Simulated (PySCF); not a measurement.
The system is CGeH6, in a box.

```
C Ge H
1.0
    13.00000    0.00000    0.00000
     0.00000   12.00000    0.00000
     0.00000    0.00000   13.00000
C Ge H
1 1 6
Direct
  0.46066 0.53215 0.42235
  0.50742 0.50113 0.56220
  0.37842 0.54997 0.42196
  0.50141 0.60398 0.39104
  0.47499 0.46051 0.37277
  0.48694 0.60198 0.63247
  0.62358 0.47632 0.56305
  0.45029 0.39953 0.60647
```

Base run:

| Quantity | Value |
| --- | --- |
| Program | PySCF 2.14.0 |
| Functional | B97-D |
| Dispersion | D3 |
| Potentials or basis | def2-svp (all-electron) |
| k mesh | 1 × 1 × 1 |
| Occupations | fixed |
| Spin | no spin polarisation |

Its results: gap between the frontier levels 8.21 eV.

Q: The run is repeated on the same cell with these changes: functional from B97-D to B3PW91. What comes out?

A: Gap between the frontier levels 9.95 eV.

Caveats: this is a molecule in a periodic box at the Γ point, so its band gap is the HOMO-LUMO gap; relativity is left out, which matters for the heavier elements; the basis of atomic orbitals isn't converged, which shifts pressures, moduli and gaps.

